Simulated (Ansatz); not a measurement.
# CH2BFS: the cost of one run

Program: Ansatz 0.2.0. Level of theory: UKS PBE-D4/6-31G. These are calculated values, not measurements.

## 1. The structure to begin with

Bond lengths: F1–B2 1.486 Å, B2–C3 1.562 Å, B2–S4 1.963 Å, C3–S4 1.629 Å, C3–H5 1.137 Å, C3–H6 1.126 Å. Angles: F1–B2–C3 142.9°, F1–B2–S4 150.8°, C3–B2–S4 53.6°, B2–C3–S4 75.9°, B2–C3–H5 113.0°, B2–C3–H6 114.6°, S4–C3–H5 113.1°, S4–C3–H6 116.4°, H5–C3–H6 117.2°, B2–S4–C3 50.5°.

As a file:

```xyz
6

F    -0.2383   -2.2162    0.5420
B    -0.2326   -0.9009   -0.1498
C     0.2541    0.5766   -0.0123
S    -1.1669    0.6984   -0.7986
H     1.1498    0.8120   -0.6718
H     0.2759    0.9661    1.0442
```

## 2. Relaxing the start

Contents of input.yaml:

```yaml
crystal:
  periodic: [false, false, false]
  atoms:
    - { symbol: F, position_ang: [-0.2383, -2.2162, 0.542] }
    - { symbol: B, position_ang: [-0.2326, -0.9009, -0.1498] }
    - { symbol: C, position_ang: [0.2541, 0.5766, -0.0123] }
    - { symbol: S, position_ang: [-1.1669, 0.6984, -0.7986] }
    - { symbol: H, position_ang: [1.1498, 0.812, -0.6718] }
    - { symbol: H, position_ang: [0.2759, 0.9661, 1.0442] }
magnetization:
  spin_polarized: true
basis:
  gaussian: { orbitals: "6-31G" }
hamiltonian:
  xc: pbe
  dispersion: d4
relax:
  f_tol: 0.02
  max_steps: 40
```

Run with:

```bash
ansatz run input.yaml --threads 1 --pin off --max-ram 2048MiB --backend cpu --events-out ev --progress --plain --runs-dir out
```

**Question.** How long does this run take on 1 thread of Arm Neoverse V1, shared host, and how much memory does it need?

About 22 s, with a peak of 0.15 GiB.
